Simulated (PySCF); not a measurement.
# C₃H₇NSi₂: NMR shifts, electronic excitations and K edges in gas and solvents, part 1 of 2

Aim: compute the NMR shifts, electronic excitations and K edges of C₃H₇NSi₂ (`[H]/N=C\[SiH2]C#C[SiH3]`), and see what a dielectric continuum does where one was used.

Programs: PySCF 2.14.0, with density-fitted response routines of our own. Each step states its level of theory. These are calculated values for one molecule, in the gas phase or a continuum, unless marked as measured. Atoms count from 0, in the outputs and in this text.

## 1. The molecule as given

13 atoms, charge 0, multiplicity 1; geometry from: GFN2-xTB. The atoms were then displaced at random by about 0.01 Å, so the start is not that level's minimum.

Bonds of the start (Å): N0–C1 1.25, C1–Si2 1.90, Si2–C3 1.90, C3–C4 1.18, C4–Si5 1.85, N0–H6 1.02, C1–H7 1.07, Si2–H8 1.49, Si2–H9 1.46, Si5–H10 1.47, Si5–H11 1.45, Si5–H12 1.45.

## 2. Optimising the geometry at PBE0-D3(BJ)/def2-SVP

The job: settings as JSON, then the geometry in Å.

```
{"job": {"xc": "PBE0", "basis": "def2-SVP", "d3": "d3bj", "grid": 1, "shake": 0.01, "kind": "geom"}, "charge": 0, "multiplicity": 1}
N     -2.287840     0.916800    -0.987280
C     -2.630910     0.075590    -0.133990
Si    -1.504510    -0.969510     0.980220
C      0.269480    -0.450030     0.551480
C      1.332100    -0.070970     0.211050
Si     3.016760     0.518530    -0.280990
H     -1.293430     1.091300    -1.094160
H     -3.685150    -0.068540    -0.035440
H     -1.776500    -0.643640     2.408950
H     -1.693820    -2.386750     0.688190
H      3.665350     1.076410     0.912890
H      2.862510     1.529060    -1.316120
H      3.731770    -0.635140    -0.793700
```

On the command line:

```sh
OMP_NUM_THREADS=1 python probes_run.py task.json out
```

The driver reads the jobs from task.json and runs them one after another.

The program printed:

```text
step   0  E = -751.41317764  max force = 0.114941
step   1  E = -751.42254712  max force = 0.012693
step   2  E = -751.42352539  max force = 0.005472
step   3  E = -751.42361519  max force = 0.008221
step   4  E = -751.42392186  max force = 0.003594
step   5  E = -751.42403697  max force = 0.001508
step   6  E = -751.42412194  max force = 0.002279
step   7  E = -751.42416512  max force = 0.000955
step   8  E = -751.42416984  max force = 0.000212
optimisation converged
```

It took 39 s on 1 thread of Intel Xeon 6975P-C, shared host; peak memory 0.52 GiB.

The steps of the relaxation:

```
step  energy from step 0 (eV)  largest force component (eV/Å)
   0                   0.0000                          5.9105
   1                  -0.2550                          0.6527
   2                  -0.2816                          0.2814
   3                  -0.2840                          0.4227
   4                  -0.2924                          0.1848
   5                  -0.2955                          0.0775
   6                  -0.2978                          0.1172
   7                  -0.2990                          0.0491
   8                  -0.2991                          0.0109
```

Close pairs (by a distance rule), those that changed most:

```
   bond  before (Å)  after (Å)  change (Å)
 Si2–C3       1.898      1.835      -0.062
  C3–C4       1.178      1.225      +0.047
Si5–H12       1.451      1.491      +0.040
  C1–H7       1.069      1.108      +0.039
Si5–H11       1.455      1.491      +0.036
 Si2–H9       1.459      1.492      +0.033
  N0–C1       1.246      1.271      +0.024
Si5–H10       1.469      1.491      +0.022
```

The final coordinates are the input of the step that follows.

```
                         at the end point                value
rotational constants (GHz, main isotopes)  4.770, 0.898, 0.769
                        dipole moment (D)                 1.68
```

## 3. NMR shieldings: PBE0/pcSseg-1 in acetone

The job: settings as JSON, then the geometry in Å.

```
{"job": {"kind": "nmr", "xc": "PBE0", "basis": "pcSseg-1", "solvent": "acetone", "pop": true}, "charge": 0, "multiplicity": 1}
N     -2.329518     1.000246    -0.754072
C     -2.642387     0.141793     0.128768
Si    -1.420998    -0.902157     1.148428
C      0.249036    -0.441070     0.542633
C      1.324365    -0.086542     0.075082
Si     2.943533     0.436313    -0.622794
H     -1.305997     1.056123    -0.854516
H     -3.723863    -0.002606     0.320123
H     -1.548045    -0.591615     2.602652
H     -1.658571    -2.360985     0.942501
H      3.775151     1.032833     0.460989
H      2.706171     1.447147    -1.692746
H      3.635435    -0.752366    -1.197575
```

Level: GIAO PBE0/pcSseg-1 NMR shielding, non-relativistic, IEF-PCM acetone.

The program printed:

```text
coarse grid: 11912 points
cycle   1  E = -751.6170888299  dE =  3.231e-01  |g| = 4.100e-01  |ddm| = 3.348e+00
cycle   2  E = -751.5923036630  dE =  2.479e-02  |g| = 5.262e-01  |ddm| = 8.380e-01
cycle   3  E = -751.6564651335  dE = -6.416e-02  |g| = 1.093e-01  |ddm| = 4.631e-01
cycle   4  E = -751.6589139711  dE = -2.449e-03  |g| = 3.226e-02  |ddm| = 8.232e-02
cycle   5  E = -751.6591495745  dE = -2.356e-04  |g| = 9.297e-03  |ddm| = 3.277e-02
cycle   6  E = -751.6591633044  dE = -1.373e-05  |g| = 5.676e-03  |ddm| = 9.772e-03
cycle   7  E = -751.6591716328  dE = -8.328e-06  |g| = 4.770e-04  |ddm| = 4.139e-03
final grid: 106072 points
cycle   8  E = -751.6929868491  dE = -1.647e-05  |g| = 4.993e-03  |ddm| = 2.791e-02
cycle   9  E = -751.6929845766  dE =  2.272e-06  |g| = 5.946e-03  |ddm| = 1.018e-02
cycle  10  E = -751.6929928212  dE = -8.245e-06  |g| = 1.347e-03  |ddm| = 5.187e-03
cycle  11  E = -751.6929932361  dE = -4.149e-07  |g| = 3.054e-04  |ddm| = 1.032e-03
cycle  12  E = -751.6929932545  dE = -1.842e-08  |g| = 1.348e-04  |ddm| = 2.689e-04
cycle  13  E = -751.6929932587  dE = -4.148e-09  |g| = 2.924e-05  |ddm| = 9.953e-05
cycle  14  E = -751.6929932589  dE = -2.060e-10  |g| = 4.088e-06  |ddm| = 3.435e-05
converged SCF energy = -751.6929932589

GIAO shielding tensors (ppm)
atom      isotropic    diamagn.    paramagn.     s11        s22        s33       span
  0 N     -169.161     329.371    -498.533   -616.845   -152.493    261.853    878.698
  1 C       -7.676     259.285    -266.961   -131.276    -28.223    136.470    267.745
  2 Si     426.724     882.960    -456.236    386.929    429.718    463.525     76.595
  3 C       71.568     265.707    -194.138    -26.755    -21.444    262.905    289.660
  4 C       63.282     263.019    -199.737    -40.071    -29.488    259.404    299.475
  5 Si     447.556     881.199    -433.644    441.236    442.859    458.572     17.335
  6 H       18.432      38.244     -19.812      6.375     21.842     27.078     20.703
  7 H       22.132      26.622      -4.490     18.623     22.051     25.722      7.100
  8 H       26.678      28.660      -1.982     23.433     25.269     31.332      7.899
  9 H       26.658      28.781      -2.123     23.374     25.278     31.321      7.946
 10 H       26.997      27.787      -0.790     23.676     25.409     31.905      8.229
 11 H       26.909      28.690      -1.781     23.491     25.576     31.661      8.170
 12 H       26.998      27.881      -0.883     23.672     25.418     31.906      8.234
```

It took 12 s on 1 thread of Intel Xeon 6975P-C, shared host; peak memory 0.81 GiB.

Shifts follow as δ = σ(reference) − σ, with reference shieldings (ppm) from runs at the same level and on the same kind of geometry: 1H TMS 31.24, 13C TMS 185.4, 29Si TMS 351.8, 15N NH3 268.4. The references are single molecules in the same continuum, so shifts against H2O, NH3, PH3, H3PO4 or CFCl3 are not on the usual liquid scales and can be off by tens of ppm. Atoms listed in one row are averaged.

```
        atoms                          environment  σ (ppm)  δ (ppm)
           C1                           C=N carbon     -7.7    193.1
           C4                        alkyne carbon     63.3    122.1
           C3                        alkyne carbon     71.6    113.9
           H6        hydrogen on an imine nitrogen    18.43    12.81
           H7             hydrogen on a C=N carbon    22.13     9.11
       H8, H9  hydrogen on a silicon bonded to 2 C    26.67     4.57
H10, H11, H12    hydrogen on a silicon bonded to C    26.97     4.27
           N0                       imine nitrogen   -169.2    437.6
          Si2           silicon bonded to 2 C, 2 H    426.7    -74.9
          Si5             silicon bonded to C, 3 H    447.6    -95.8
```

The run also stored atomic charges by several schemes (e):

```
atoms  Mulliken    IAO  Hirshfeld  ESP fit
   N0     -0.37  -0.42      -0.24    -0.76
   C1     -0.23  -0.22      -0.03     0.25
  Si2      0.68   0.73       0.36     0.31
   C3     -0.32  -0.33      -0.15    -0.12
   C4     -0.29  -0.31      -0.14    -0.28
  Si5      0.52   0.62       0.35     0.46
```

Mayer bond orders: N0–C1 1.98, C1–Si2 0.86, Si2–C3 0.95, C3–C4 2.46, C4–Si5 0.96.

## 4. Shielding tensors: PBE0/pcSseg-1 in dichloromethane

The job, as its differences from that of step 3:

```diff
@@ -1,2 +1,2 @@
-{"job": {"kind": "nmr", "xc": "PBE0", "basis": "pcSseg-1", "solvent": "acetone", "pop": true}, "charge": 0, "multiplicity": 1}
+{"job": {"kind": "nmr", "xc": "PBE0", "basis": "pcSseg-1", "solvent": "dichloromethane", "pop": false}, "charge": 0, "multiplicity": 1}
 N     -2.329518     1.000246    -0.754072
```

With the program's defaults for keys left out, this is: GIAO PBE0/pcSseg-1 NMR shielding, non-relativistic, IEF-PCM dichloromethane.

The program printed:

```text
coarse grid: 11912 points
cycle   1  E = -751.6159358420  dE =  3.242e-01  |g| = 4.116e-01  |ddm| = 3.348e+00
cycle   2  E = -751.5895934651  dE =  2.634e-02  |g| = 5.333e-01  |ddm| = 8.496e-01
cycle   3  E = -751.6556040726  dE = -6.601e-02  |g| = 1.113e-01  |ddm| = 4.722e-01
cycle   4  E = -751.6581485898  dE = -2.545e-03  |g| = 3.283e-02  |ddm| = 8.419e-02
cycle   5  E = -751.6583899473  dE = -2.414e-04  |g| = 1.003e-02  |ddm| = 3.359e-02
cycle   6  E = -751.6584070925  dE = -1.715e-05  |g| = 5.729e-03  |ddm| = 1.022e-02
cycle   7  E = -751.6584155998  dE = -8.507e-06  |g| = 4.925e-04  |ddm| = 4.241e-03
final grid: 106072 points
cycle   8  E = -751.6922333782  dE = -1.645e-05  |g| = 4.999e-03  |ddm| = 2.788e-02
cycle   9  E = -751.6922310197  dE =  2.359e-06  |g| = 5.973e-03  |ddm| = 1.027e-02
cycle  10  E = -751.6922393571  dE = -8.337e-06  |g| = 1.372e-03  |ddm| = 5.270e-03
cycle  11  E = -751.6922397884  dE = -4.313e-07  |g| = 3.086e-04  |ddm| = 1.052e-03
cycle  12  E = -751.6922398071  dE = -1.872e-08  |g| = 1.379e-04  |ddm| = 2.731e-04
cycle  13  E = -751.6922398115  dE = -4.363e-09  |g| = 2.892e-05  |ddm| = 1.011e-04
cycle  14  E = -751.6922398117  dE = -2.028e-10  |g| = 4.098e-06  |ddm| = 3.417e-05
converged SCF energy = -751.6922398117

GIAO shielding tensors (ppm)
atom      isotropic    diamagn.    paramagn.     s11        s22        s33       span
  0 N     -171.848     329.154    -501.003   -623.991   -153.121    261.567    885.557
  1 C       -6.974     259.345    -266.318   -130.645    -26.635    136.358    267.003
  2 Si     426.870     882.974    -456.105    386.761    429.889    463.960     77.199
  3 C       71.624     265.695    -194.071    -26.622    -21.373    262.868    289.490
  4 C       63.359     263.028    -199.669    -39.916    -29.367    259.359    299.275
  5 Si     447.566     881.202    -433.636    441.164    442.881    458.653     17.489
  6 H       18.374      38.207     -19.833      6.119     21.907     27.097     20.978
  7 H       22.150      26.650      -4.500     18.618     22.079     25.753      7.135
  8 H       26.688      28.682      -1.994     23.445     25.279     31.339      7.894
  9 H       26.667      28.803      -2.136     23.386     25.288     31.328      7.941
 10 H       26.999      27.793      -0.794     23.680     25.410     31.906      8.227
 11 H       26.913      28.697      -1.784     23.497     25.579     31.663      8.166
 12 H       27.000      27.887      -0.887     23.675     25.419     31.906      8.231
```

Wall time 10 s (1 thread of Intel Xeon 6975P-C, shared host); peak memory 0.82 GiB.

This run: δ C1 192.3, C4 122.0, C3 113.7, N0 440.0, H6 12.87, H7 9.09 ppm.

## 5. Ultraviolet spectrum: B3LYP/def2-SVPD

The job, as its differences from that of step 4:

```diff
@@ -1,2 +1,2 @@
-{"job": {"kind": "nmr", "xc": "PBE0", "basis": "pcSseg-1", "solvent": "dichloromethane", "pop": false}, "charge": 0, "multiplicity": 1}
+{"job": {"kind": "uv", "xc": "B3LYP", "basis": "def2-SVPD", "dynamic": true, "nstates": 6, "ntriplets": 0}, "charge": 0, "multiplicity": 1}
 N     -2.329518     1.000246    -0.754072
```

Level: TDDFT B3LYP/def2-SVPD, vertical, gas phase, core orbitals frozen in the response.

The program printed:

```text
coarse grid: 11912 points
cycle   1  E = -751.7750798503  dE =  2.944e-01  |g| = 4.473e-01  |ddm| = 7.481e+00
cycle   2  E = -751.7006567147  dE =  7.442e-02  |g| = 7.010e-01  |ddm| = 3.404e+00
cycle   3  E = -751.8232088247  dE = -1.226e-01  |g| = 1.574e-01  |ddm| = 2.276e+00
cycle   4  E = -751.8286772243  dE = -5.468e-03  |g| = 4.580e-02  |ddm| = 3.187e-01
cycle   5  E = -751.8290789099  dE = -4.017e-04  |g| = 2.506e-02  |ddm| = 8.193e-02
cycle   6  E = -751.8292311963  dE = -1.523e-04  |g| = 6.914e-03  |ddm| = 3.679e-02
cycle   7  E = -751.8292448873  dE = -1.369e-05  |g| = 8.758e-04  |ddm| = 1.405e-02
cycle   8  E = -751.8292451303  dE = -2.429e-07  |g| = 2.220e-04  |ddm| = 2.911e-03
final grid: 106072 points
cycle   9  E = -751.9332933688  dE = -1.656e-05  |g| = 2.794e-03  |ddm| = 1.064e-01
cycle  10  E = -751.9332915312  dE =  1.838e-06  |g| = 3.961e-03  |ddm| = 2.244e-02
cycle  11  E = -751.9332951995  dE = -3.668e-06  |g| = 1.047e-03  |ddm| = 1.294e-02
cycle  12  E = -751.9332954688  dE = -2.693e-07  |g| = 2.129e-04  |ddm| = 1.727e-03
cycle  13  E = -751.9332954765  dE = -7.675e-09  |g| = 1.373e-04  |ddm| = 4.866e-04
cycle  14  E = -751.9332954810  dE = -4.536e-09  |g| = 2.982e-05  |ddm| = 2.222e-04
cycle  15  E = -751.9332954813  dE = -2.588e-10  |g| = 4.839e-06  |ddm| = 6.623e-05
converged SCF energy = -751.9332954813

Static polarisability (au): isotropic 100.141, principal 72.595 92.508 135.319

Singlet excitations
state   eV       nm        f      main configurations
  1   4.3302    286.3   0.00002   H->L 0.89, H->L+2 0.11
  2   5.2343    236.9   0.03360   H->L+1 0.98
  3   5.3214    233.0   0.00130   H->L+2 0.84, H->L 0.10
  4   5.5017    225.4   0.00010   H-1->L+1 0.78, H-2->L+2 0.09
  5   5.6838    218.1   0.00291   H-2->L+1 0.44, H-1->L 0.31, H-1->L+2 0.22
  6   5.7078    217.2   0.00005   H-2->L 0.45, H-2->L+2 0.34, H-1->L+1 0.18
```

It took 20 s on 1 thread of Intel Xeon 6975P-C, shared host; peak memory 0.71 GiB.

Frontier orbitals and where they lie:

```
orbital     eV                       atoms
 HOMO−3  -9.21  N0 41 %, C1 29 %, Si2 10 %
 HOMO−2  -8.29   C3 39 %, C4 38 %, Si5 7 %
 HOMO−1  -8.17   C3 37 %, C4 37 %, Si5 7 %
   HOMO  -7.17  N0 52 %, C1 19 %, Si2 10 %
   LUMO  -1.40  N0 30 %, C1 26 %, Si2 13 %
 LUMO+1  -1.16  C4 28 %, C3 27 %, Si5 13 %
 LUMO+2  -0.95  C4 23 %, C3 22 %, Si5 12 %
```

With each of the 6 states as a Gaussian band of 0.4 eV half-width at 1/e, the curve within the window shown has maxima at 236 nm (ε 1,400) L/(mol cm). Beyond the last state computed it falls off for lack of states. The curve at chosen wavelengths:

(nm, ε (L/mol/cm)): (206, 98), (211, 220), (216, 432), (221, 739), (226, 1082), (231, 1353), (236, 1449), (241, 1344), (246, 1095), (251, 794), (256, 519), (261, 309), (266, 170), (272, 76), (277, 37), (282, 17), (287, 8), (292, 4), (297, 2), (302, 1), (307, 1), (312, 0), (317, 0), (322, 0), (327, 0), (332, 0)

Leading natural transition orbitals of singlet state 2: the hole lies on N0 53 %; C1 12 %; H6, H7 about 10 % each; the particle on C3, C4 about 27 % each; Si2 8 %; Si5 6 %.

Leading natural transition orbitals of singlet state 1: the hole lies on N0 53 %; C1 12 %; H6 12 %; the particle on C1 36 %; N0 34 %; H7 9 %.

Ground-state properties from the same run:

```
           property  computed
  dipole moment (D)      1.83
polarisability (Å³)     14.84
 HOMO–LUMO gap (eV)      5.77
      −ε(HOMO) (eV)      7.17
C6 with itself (au)      3310
```

The fields below are evaluated on a grid from the run's orbitals.

Frontier orbitals at B3LYP/def2-SVPD, with the share of their density that lies nearest to each atom:

```
orbital  energy (eV)                                   lies on
   HOMO        -7.17  N0 53 %; C1 12 %; H6, H7 about 10 % each
   LUMO        -1.40                 N0 27 %; C1 26 %; Si2 8 %
```

ELF in a plane through or near 9 of the atoms.

Ten even steps from '0' (0.00) to '9' (1.00):
```
0000000000000000000000000000
0000000000000000000000000000
0000000000000000256520000000
0000014520000000389860000000
0000289993000034689970000000
0000799996000089854840000000
0000799995000079932722551000
0000499993011028768559996000
0000143124665410043659997000
0000112628858764279769995000
0000231819558458327953430000
0000242039517539172330000000
0000122125678579184110000000
0000001002456676101320000000
0000000000234421134310000000
0000000000011100011100000000
0000000000000000000000000000
0000000000000000000000000000
0000000000000000000000000000
0000000000000000000000000000
```
The map spans 12.6 Å across and 8.9 Å up, centred on the molecule. Atoms in the plane (x, y in Å): N0 (1.9, 1.8), C1 (2.5, 0.7), Si2 (1.7, -1.0), C3 (-0.1, -0.7), C4 (-1.3, -0.4), Si5 (-3.1, 0.0), H6 (0.9, 1.7), H7 (3.7, 0.8), H11 (-3.2, 1.5).

log10 of the density (e/Å³) in the same plane.

Ten even steps from '0' (-4.0) to '9' (1.8):
```
0000000000000000011100000000
0000000000000001222210000000
0000011110000012333331000000
0001123322100123455543100000
0001234433211244666653210000
0012345554322346778754321000
0012456654333356788765432100
0013456665444445677766543100
0123456665555554567977653100
0123457976666665567766543100
0123556976797766666665432100
0123456666787987787654321000
0123445555666666797553210000
0012334444455555566543210000
0001223333344444555543210000
0000111122233333444432100000
0000000001112222333332100000
0000000000000011222211000000
0000000000000000011100000000
0000000000000000000000000000
```
The map spans 12.6 Å across and 8.9 Å up, centred on the molecule. Atoms in the plane (x, y in Å): N0 (1.9, 1.8), C1 (2.5, 0.7), Si2 (1.7, -1.0), C3 (-0.1, -0.7), C4 (-1.3, -0.4), Si5 (-3.1, 0.0), H6 (0.9, 1.7), H7 (3.7, 0.8), H11 (-3.2, 1.5).

On the surface of density 0.002 e/bohr³ the electrostatic potential runs, from the 1st to the 99th percentile, from -1.66 V near N0 to 1.40 V near H7.

## 6. TDDFT and polarisability: B3LYP/def2-SVPD in acetone

The job, as its differences from that of step 5:

```diff
@@ -1,2 +1,2 @@
-{"job": {"kind": "uv", "xc": "B3LYP", "basis": "def2-SVPD", "dynamic": true, "nstates": 6, "ntriplets": 0}, "charge": 0, "multiplicity": 1}
+{"job": {"kind": "uv", "xc": "B3LYP", "basis": "def2-SVPD", "solvent": "acetone", "nstates": 6, "ntriplets": 0}, "charge": 0, "multiplicity": 1}
 N     -2.329518     1.000246    -0.754072
```

Level: TDDFT B3LYP/def2-SVPD, vertical, IEF-PCM acetone (non-equilibrium linear response), core orbitals frozen in the response.

The program printed:

```text
coarse grid: 11912 points
cycle   1  E = -751.7870560612  dE =  2.829e-01  |g| = 4.285e-01  |ddm| = 7.500e+00
cycle   2  E = -751.7418147602  dE =  4.524e-02  |g| = 6.035e-01  |ddm| = 3.722e+00
cycle   3  E = -751.8319502334  dE = -9.014e-02  |g| = 1.303e-01  |ddm| = 2.417e+00
cycle   4  E = -751.8355839342  dE = -3.634e-03  |g| = 3.675e-02  |ddm| = 3.456e-01
cycle   5  E = -751.8359111364  dE = -3.272e-04  |g| = 1.142e-02  |ddm| = 6.403e-02
cycle   6  E = -751.8359350203  dE = -2.388e-05  |g| = 6.430e-03  |ddm| = 2.251e-02
cycle   7  E = -751.8359460757  dE = -1.106e-05  |g| = 5.249e-04  |ddm| = 1.073e-02
cycle   8  E = -751.8359461586  dE = -8.292e-08  |g| = 1.550e-04  |ddm| = 1.763e-03
final grid: 106072 points
cycle   9  E = -751.9399797590  dE = -1.669e-05  |g| = 2.778e-03  |ddm| = 1.064e-01
cycle  10  E = -751.9399782007  dE =  1.558e-06  |g| = 3.850e-03  |ddm| = 2.604e-02
cycle  11  E = -751.9399816580  dE = -3.457e-06  |g| = 8.478e-04  |ddm| = 1.514e-02
cycle  12  E = -751.9399818316  dE = -1.735e-07  |g| = 1.720e-04  |ddm| = 1.731e-03
cycle  13  E = -751.9399818366  dE = -4.989e-09  |g| = 1.066e-04  |ddm| = 3.981e-04
cycle  14  E = -751.9399818393  dE = -2.720e-09  |g| = 2.721e-05  |ddm| = 1.831e-04
cycle  15  E = -751.9399818395  dE = -2.105e-10  |g| = 4.054e-06  |ddm| = 5.828e-05
converged SCF energy = -751.9399818395

Static polarisability (au): isotropic 131.761, principal 98.723 124.801 171.761

Singlet excitations
state   eV       nm        f      main configurations
  1   4.4454    278.9   0.00001   H->L 0.93
  2   5.4676    226.8   0.03953   H->L+1 0.84
  3   5.4945    225.7   0.00735   H->L+2 0.33, H-1->L+1 0.28, H-2->L+2 0.13
  4   5.5789    222.2   0.00054   H-1->L+1 0.53, H->L+2 0.41
  5   5.7116    217.1   0.01229   H-2->L+1 0.38, H-1->L 0.35, H-1->L+2 0.21
  6   5.7552    215.4   0.00026   H-2->L 0.43, H-2->L+2 0.30, H->L+2 0.15
```

Wall time 15 s (1 thread of Intel Xeon 6975P-C, shared host); peak memory 0.8 GiB.

Key values: HOMO -7.29 eV, LUMO -1.37 eV; lowest singlet 4.45 eV.

(Continued in part 2 of 2.)
